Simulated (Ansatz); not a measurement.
# AlF2H: the cost of one run

Program: Ansatz 0.2.0, Gaussian basis. Level of theory: PBE0-D4/def2-TZVP structures, single points in def2-TZVPP, no counterpoise correction. These are calculated values, not measurements.

Levels: SPW92, PBE-D4, BLYP-D4, r2SCAN-D4, B97M-V, PBE0-D4, B3LYP-D4, r2SCAN0-D4, BHLYP-D4, CAM-B3LYP-D4, wB97X-V, wB97M-V, B2PLYP, PBE-QIDH, RPA on PBE, Hartree-Fock, MP2, CCSD, CCSD(T).

Correlated methods freeze the cores. B3LYP uses VWN-RPA correlation. B2PLYP carries no dispersion term here.

78 further runs of the same task are left out: 78 set aside as unsound or not needed.

**1. Where the work starts**

The complex: 6 atoms, charge 0, spin multiplicity 1.

Atoms are counted from 1 here; the program's logs count them from 0.

Bond lengths: Al1–H2 1.564 Å, Al1–F3 1.662 Å, Al1–F4 1.648 Å, Al1–Cl6 2.565 Å, H5–Cl6 1.289 Å. Angles: H2–Al1–F3 119.8°, H2–Al1–F4 120.3°, H2–Al1–Cl6 103.1°, F3–Al1–F4 116.5°, F3–Al1–Cl6 86.8°, F4–Al1–Cl6 98.1°, Al1–Cl6–H5 84.5°.

As a file:

```csv
atom,x (Å),y (Å),z (Å)
Al1,-0.4352,-0.6589,0.0379
H2,-1.7369,-0.4928,0.8885
F3,-0.3805,-0.0668,-1.5140
F4,0.6612,-1.8295,0.4160
H5,0.9267,1.6674,-0.5424
Cl6,0.9649,1.3808,0.7138
```

Its parts: AlHF₂ holds atoms 1, 2, 3, 4; HCl holds atoms 5, 6. Each part counts its atoms afresh in its own runs.

**2. Relaxing AlHF₂ alone**

relax-a/in.yaml reads:

```yaml
crystal:
  periodic: [false, false, false]
  atoms:
    - {symbol: Al, position_ang: [-0.435231, -0.658942, 0.037851]}
    - {symbol: H, position_ang: [-1.736931, -0.492784, 0.888550]}
    - {symbol: F, position_ang: [-0.380550, -0.066805, -1.513955]}
    - {symbol: F, position_ang: [0.661153, -1.829545, 0.416009]}
basis:
  gaussian: {orbitals: def2-TZVP}
hamiltonian: {xc: pbe0, dispersion: d4}
relax: {f_tol: 0.005, max_steps: 200}
```

Run with:

```bash
ansatz run in.yaml --threads 2 --pin off --events-out ev --progress --plain --max-ram 4352MiB
```

**Question.** How long does this run take on 2 threads of Intel Xeon 6975P-C, shared host?

About 3.3 s.
